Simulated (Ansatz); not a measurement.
**SnCl2 (SMILES [Cl][Sn][Cl]) at 5 levels**

Aim: a comparison of 5 runs (HF/STO-3G, B3LYP/def2-SVP, PBE/def2-SVP, RPA/Sapporo-TZP, MP2/3-21G) of SnCl2. 

Program for the calculation: Ansatz 0.2.0.

6 further runs of the same task are left out: 1 for a known fault of the program, 4 that didn't finish, 1 set aside as unsound or not needed.

## Step 1: The molecule

The species is SnCl2 (3 atoms), meant as a singlet with charge 0. As SMILES, `[Cl][Sn][Cl]`. Geometry: a GFN2-xTB relaxation, a rough one for these elements and not checked as a minimum.

Bond lengths: Sn1–Cl2 2.378 Å, Sn1–Cl3 2.377 Å. Angles: Cl2–Sn1–Cl3 99.5°.

## Step 2: Energy and forces at HF/STO-3G (run 1)

input.yaml

```yaml
crystal:
  periodic: [false, false, false]
  atoms:
    - {symbol: Sn, position_ang: [0.004910, -0.007160, -1.023740]}
    - {symbol: Cl, position_ang: [1.812600, -0.019020, 0.521020]}
    - {symbol: Cl, position_ang: [-1.817510, 0.026180, 0.502720]}
basis:
  gaussian: {orbitals: STO-3G}
hamiltonian: {xc: hf}
accuracy: high
output: {forces: true, orbitals: {seedname: orbitals}}
```

Launch:

```console
$ ansatz run input.yaml --threads 1 --pin off --max-ram 2610MiB --events-out events.jsonl --progress --plain --runs-dir runs
```

Log:

```text
Warning: RAYON_NUM_THREADS=1 ignored (pool sized by the plan → 1); use --threads N
Functional definition: HF
  name "HF"
  exchange = exact_x
  correlation = 0
825 factors; integrals over basis functions are off by at most 1.5e-8 eV
mean field evaluation 1: about -187010.9793 eV, gradient 1.4e1 eV
mean field evaluation 2: about -187011.0447 eV, gradient 1.4e1 eV
mean field evaluation 4: about -187012.6066 eV, gradient 5.7e-1 eV
mean field evaluation 8: about -187012.6087 eV, gradient 1.8e-5 eV
mean field -187012.60871286 eV, -6872.5866084988 hartree, gradient 5.5e-9 eV, S^2 0.000000; 0 other end points of the search recorded, 0 dependent functions left out
the calculation of the forces begins
reference -187012.60871286 eV, -6872.5866084988 hartree; 42, 42 occupied and 3, 3 virtual orbitals, 825 factors
Total energy: -187012.60871286 eV, -6872.5866084988 hartree
Atom 0 at     0.004910    -0.007160    -1.023740 Å, force     0.000307     0.004904     0.707846 eV/Å
Atom 1 at     1.812600    -0.019020     0.521020 Å, force    -0.915144     0.008930    -0.360101 eV/Å
Atom 2 at    -1.817510     0.026180     0.502720 Å, force     0.914837    -0.013834    -0.347744 eV/Å
Dipole moment:     0.003471    -0.005432    -0.777106 e Å
```

Wall time 2.5 s (1 thread of Intel Xeon Platinum 8488C (Sapphire Rapids), shared host).

## Step 3: Energy and forces at B3LYP/def2-SVP (core potential) (run 2)

Changes to input.yaml since step 2:

```diff
@@ -7,5 +7,7 @@
 basis:
-  gaussian: {orbitals: STO-3G}
-hamiltonian: {xc: hf}
+  gaussian:
+    orbitals: def2-SVP
+output: {forces: true, orbitals: {seedname: orbitals}}
 accuracy: high
-output: {forces: true, orbitals: {seedname: orbitals}}
+hamiltonian:
+  xc: {name: B3LYP}
```

Launch:

```console
$ ansatz run input.yaml --threads 1 --pin off --max-ram 2610MiB --events-out events.jsonl --progress --plain --runs-dir runs
```

Log, cut to the lines that bear on the results:

```text
Warning: RAYON_NUM_THREADS=1 ignored (pool sized by the plan → 1); use --threads N
Functional definition: B3LYP
  name "B3LYP"
[...]
1264 factors; integrals over basis functions are off by at most 4.1e-9 eV
[...]
mean field -30874.54254314 eV, -1134.6185109438 hartree, gradient 2.9e-8 eV, S^2 0.000000; 0 other end points of the search recorded, 0 dependent functions left out
[...]
reference -30874.54257313 eV, -1134.6185120461 hartree; 28, 28 occupied and 34, 34 virtual orbitals, 1264 factors
Total energy: -30874.54257313 eV, -1134.6185120461 hartree
Atom 0 at     0.004910    -0.007160    -1.023740 Å, force     0.006185    -0.003704    -0.523051 eV/Å
Atom 1 at     1.812600    -0.019020     0.521020 Å, force     0.325013    -0.002244     0.261625 eV/Å
Atom 2 at    -1.817510     0.026180     0.502720 Å, force    -0.331198     0.005948     0.261427 eV/Å
Dipole moment:     0.002747    -0.004456    -0.637679 e Å
```

Run time: 5.1 s. Hardware: 1 thread of Intel Xeon Platinum 8488C (Sapphire Rapids), shared host.

## Step 4: Energy and forces at PBE/def2-SVP (core potential) (run 3)

job.yaml

```yaml
basis:
  gaussian: {orbitals: def2-SVP}
crystal:
  periodic: [false, false, false]
  atoms:
    - {symbol: Sn, position_ang: [0.004910, -0.007160, -1.023740]}
    - {symbol: Cl, position_ang: [1.812600, -0.019020, 0.521020]}
    - {symbol: Cl, position_ang: [-1.817510, 0.026180, 0.502720]}
hamiltonian: {xc: {name: PBE}}
accuracy: high
output: {forces: true, orbitals: {seedname: orbitals}}
```

Launch:

```console
$ ansatz run job.yaml --threads 1 --pin off --max-ram 2610MiB --events-out events.jsonl --progress --plain --runs-dir runs
```

Log, cut to the lines that bear on the results:

```text
Warning: RAYON_NUM_THREADS=1 ignored (pool sized by the plan → 1); use --threads N
Functional definition: PBE
  name "PBE"
[...]
1264 factors; integrals over basis functions are off by at most 4.1e-9 eV
[...]
mean field -30861.55110952 eV, -1134.1410845641 hartree, gradient 1.9e-8 eV, S^2 0.000000; 0 other end points of the search recorded, 0 dependent functions left out
[...]
reference -30861.55111204 eV, -1134.1410846567 hartree; 28, 28 occupied and 34, 34 virtual orbitals, 1264 factors
Total energy: -30861.55111204 eV, -1134.1410846567 hartree
Atom 0 at     0.004910    -0.007160    -1.023740 Å, force     0.006362    -0.003980    -0.562472 eV/Å
Atom 1 at     1.812600    -0.019020     0.521020 Å, force     0.346154    -0.002371     0.281447 eV/Å
Atom 2 at    -1.817510     0.026180     0.502720 Å, force    -0.352516     0.006350     0.281025 eV/Å
Dipole moment:     0.002545    -0.004137    -0.592102 e Å
```

Wall time 5.1 s (1 thread of Intel Xeon Platinum 8488C (Sapphire Rapids), shared host).

Run 4 isn't shown in full; the table further down has it.

## Step 5: Energy and gradient at MP2/3-21G (run 5)

run.yaml

```yaml
crystal:
  periodic: [false, false, false]
  atoms:
    - {symbol: Sn, position_ang: [0.004910, -0.007160, -1.023740]}
    - {symbol: Cl, position_ang: [1.812600, -0.019020, 0.521020]}
    - {symbol: Cl, position_ang: [-1.817510, 0.026180, 0.502720]}
basis:
  gaussian:
    orbitals: 3-21G-spherical.json
correlation:
  method: mp2
  frozen_orbitals: {Cl: 5, Sn: 18}
accuracy: high
output: {forces: true, orbitals: {seedname: orbitals}}
```

The basis set 3-21G is read from a file made from the Basis Set Exchange's data (not shown).

Launch:

```console
$ ansatz run run.yaml --threads 1 --pin off --max-ram 2610MiB --events-out events.jsonl --progress --plain --runs-dir runs
```

Log, cut to the lines that bear on the results:

```text
Warning: RAYON_NUM_THREADS=1 ignored (pool sized by the plan → 1); use --threads N
Functional definition: HF
  name "HF"
[...]
1151 factors; integrals over basis functions are off by at most 4.4e-9 eV
[...]
mean field -188057.88547006 eV, -6910.9998208115 hartree, gradient 3.2e-8 eV, S^2 0.000000; 0 other end points of the search recorded, 0 dependent functions left out
28 core orbitals not correlated: weight in the atoms' cores, before any rotation towards them, 1.000 or more for the frozen orbitals, at most 0.000 for the correlated occupied ones
reference -188057.88547006 eV, -6910.9998208115 hartree; 14, 14 occupied and 15, 15 virtual orbitals, 1151 factors
second order -3.45225325 eV of doubles, -0.00000000 eV of singles
[...]
Total energy: -188061.33772331 eV, -6911.1266887785 hartree
Atom 0 at     0.004910    -0.007160    -1.023740 Å, force     0.013301    -0.012913    -1.838269 eV/Å
Atom 1 at     1.812600    -0.019020     0.521020 Å, force     1.081760    -0.007109     0.922724 eV/Å
Atom 2 at    -1.817510     0.026180     0.502720 Å, force    -1.095062     0.020022     0.915545 eV/Å
Dipole moment:     0.003809    -0.005978    -0.855196 e Å
```

Wall time 6.6 s (1 thread of Intel Xeon Platinum 8488C (Sapphire Rapids), shared host).

## Step 6: Overview of the runs

| run | level | core potential | task | energy (Eh) | dipole moment (D) | HOMO energy (eV) | LUMO energy (eV) | wall time |
| --- | --- | --- | --- | --- | --- | --- | --- | --- |
| 1 | HF/STO-3G | none | gradient | -6872.586608 | 3.73 | -7.09 | 2.71 | 2.5 s |
| 2 | B3LYP/def2-SVP (core potential) | def2-SVP | gradient | -1134.618512 | 3.06 | -7.59 | -3.18 | 5.1 s |
| 3 | PBE/def2-SVP (core potential) | def2-SVP | gradient | -1134.141085 | 2.84 | -6.73 | -3.63 | 5.1 s |
| 4 | RPA/Sapporo-TZP | none | energy | -6942.502371 | – | – | – | 13 s |
| 5 | MP2/3-21G | none | gradient | -6911.126689 | 4.11 | -10.28 | -0.92 | 6.6 s |

## Step 7: Results

| quantity | value |
| --- | --- |
| run 5: total energy | -6911.12669 Eh |
| run 5: dipole moment (correlated density) | 4.11 D |
| run 5: HOMO energy (Hartree–Fock orbitals) | -10.28 eV |
| run 5: LUMO energy (Hartree–Fock orbitals) | -0.92 eV |
| run 5: HOMO–LUMO gap (Hartree–Fock orbitals) | 9.36 eV |
| run 5: correlation energy (28 core orbitals frozen) | -126.9 mEh |
| run 5: largest force on an atom | 1.838 eV/Å |

In words: Over runs 1, 2, 3, 5 the dipole moment (its size) runs from 2.84 D (PBE/def2-SVP) to 4.11 D (MP2/3-21G). The two ends differ in method and basis and core potential. Over runs 1, 2, 3 the HOMO–LUMO gap runs from 3.10 eV (PBE/def2-SVP) to 9.81 eV (HF/STO-3G). Totals of different functionals can't be ranked against each other. Some runs of one species differ in core potentials or relativity; totals across that change don't compare. In run 1 the basis is minimal, so the values are rough. In runs 1, 4, 5 relativity is left out where basis or elements ask for it. All runs together took 32 s, the longest 13 s.
